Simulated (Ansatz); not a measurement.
# HfO: the cost of one run

Program: Ansatz 0.2.0, Gaussian basis. Level of theory: def2-QZVPP, core rule «outside noble gas», up to 5 orbitals frozen. These are calculated values, not measurements.

To be run: UHF; ROHF; CCSD(T) on UHF.

## Step 1: What is computed

The geometry is a PBE0/def2-TZVP stationary point (not a proven minimum) of the parent state, kept for this charge and spin. No spin-orbit coupling is included. Elements past krypton take def2 core potentials.

2 atoms, charge 1, spin multiplicity 6.

Atoms are counted from 1 here; the program's logs count them from 0.

Bond lengths: Hf1–O2 1.914 Å.

As a file:

| atom | x (Å) | y (Å) | z (Å) |
| --- | --- | --- | --- |
| Hf1 | 0.0000 | 0.0000 | 0.0000 |
| O2 | 0.0000 | 0.0000 | 1.9140 |

## Step 2: UHF

in.yaml reads:

```yaml
crystal:
  periodic: [false, false, false]
  atoms:
    - {symbol: Hf, position_ang: [0.000000, 0.000000, 0.000000]}
    - {symbol: O, position_ang: [0.000000, 0.000000, 1.914000]}
basis:
  gaussian: {orbitals: "def2-QZVPP.json"}
total_charge: 1
magnetization: {spin_polarized: true, initial_magnetization: 5}
hamiltonian: {xc: hf}
output: {orbitals: {seedname: orbitals}}
```

On the command line:

```console
ansatz run in.yaml --threads 1 --pin off --events-out ev --progress --plain --max-ram 2816MiB --backend cpu
```

**Question.** How long does this run take on 1 thread of AMD EPYC 7R13, shared host, and how much memory does it need?

About 11 s, with a peak of 0.33 GiB.
